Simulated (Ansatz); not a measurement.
# C₃H₆BFSi: one species, many methods

One table from this session's results is given with a row withheld; the runs are named, their logs left out.

The runs use Ansatz 0.2.0, Gaussian basis; functionals in def2-TZVPP, the program's frozen cores in correlated methods.

Plan: PBE-D4, r2SCAN-D4, PBE0-D4, B3LYP-D4, ωB97X-V, ωB97M-V, B2PLYP; CCSD(T)/def2-TZVPP; MP2/def2-QZVPP; extrapolation to the limit.

**The geometry**

An earlier PBE0-D4 in a triple-zeta def2 set relaxation fixed the geometry.

SMILES `FC1=C[SiH2]BC1`, 12 atoms, charge 0, spin multiplicity 1.

Atoms are counted from 1 here; the program's logs count them from 0.

Bond lengths: F1–C2 1.342 Å, C2–C3 1.333 Å, C2–C6 1.495 Å, C3–Si4 1.858 Å, C3–H7 1.084 Å, Si4–B5 2.022 Å, Si4–H8 1.492 Å, Si4–H9 1.492 Å, B5–C6 1.567 Å, B5–H10 1.193 Å, C6–H11 1.100 Å, C6–H12 1.100 Å. Angles: F1–C2–C3 121.9°, F1–C2–C6 114.2°, C3–C2–C6 123.9°, C2–C3–Si4 110.3°, C2–C3–H7 119.7°, Si4–C3–H7 129.9°, C3–Si4–B5 91.6°, C3–Si4–H8 113.4°, C3–Si4–H9 113.4°, B5–Si4–H8 115.6°, B5–Si4–H9 115.6°, H8–Si4–H9 106.9°, Si4–B5–C6 104.8°, Si4–B5–H10 133.2°, C6–B5–H10 122.0°, C2–C6–B5 109.4°, C2–C6–H11 110.9°, C2–C6–H12 110.9° and more.

The first run:

The input, in.yaml:

```yaml
crystal:
  periodic: [false, false, false]
  atoms:
    - {symbol: F, position_ang: [1.431652, -2.119822, -0.374841]}
    - {symbol: C, position_ang: [0.708090, -1.026777, -0.088132]}
    - {symbol: C, position_ang: [0.572767, -0.579011, 1.159937]}
    - {symbol: Si, position_ang: [-0.488865, 0.945258, 1.187515]}
    - {symbol: B, position_ang: [-0.730925, 0.881855, -0.818588]}
    - {symbol: C, position_ang: [0.082897, -0.375471, -1.279921]}
    - {symbol: H, position_ang: [1.056516, -1.104803, 1.974619]}
    - {symbol: H, position_ang: [-1.734208, 0.785294, 1.993430]}
    - {symbol: H, position_ang: [0.217272, 2.149344, 1.714333]}
    - {symbol: H, position_ang: [-1.323005, 1.570285, -1.592574]}
    - {symbol: H, position_ang: [0.847259, -0.097626, -2.021156]}
    - {symbol: H, position_ang: [-0.562450, -1.083926, -1.820723]}
basis:
  gaussian: {orbitals: def2-TZVPP}
hamiltonian: {xc: pbe, dispersion: d4}
output: {forces: true, orbitals: {seedname: orbitals}}
```

The run is started by

```bash
$ ansatz run in.yaml --threads 4 --pin off --events-out ev --progress --plain --max-ram 10444MiB
```

Steps of the session up to this table: PBE-D4 (GGA); r2SCAN-D4 (meta-GGA); PBE0-D4 (hybrid); B3LYP-D4 (hybrid); ωB97X-V (range-separated); ωB97M-V (range-separated); B2PLYP (double hybrid); CCSD(T) in def2-TZVPP; MP2 in def2-QZVPP.

One of the session's tables, all rows but one given; the rest of the session is left out.

It belongs to the step «Atomisation energies». 

| method | atomisation energy (kJ/mol) |
| --- | --- |
| PBE-D4 | 4858.4 |
| r2SCAN-D4 | 4770.4 |
| PBE0-D4 | 4781.9 |
| B3LYP-D4 | 4734.9 |
| ωB97X-V | 4756.6 |
| ωB97M-V | 4753.4 |
| B2PLYP | 4684.8 |
| HF/def2-TZVPP | ? |
| MP2/def2-TZVPP | 4698.9 |
| CCSD/def2-TZVPP | 4530.4 |
| CCSD(T)/def2-TZVPP | 4604.0 |
| MP2/CBS | 4812.3 |
| CCSD(T)/CBS | 4717.3 |

**Question.** Estimate the row for HF/def2-TZVPP.

**Answer.** atomisation energy (kJ/mol): 3538.0. In the column «atomisation energy (kJ/mol)» it is the lowest.
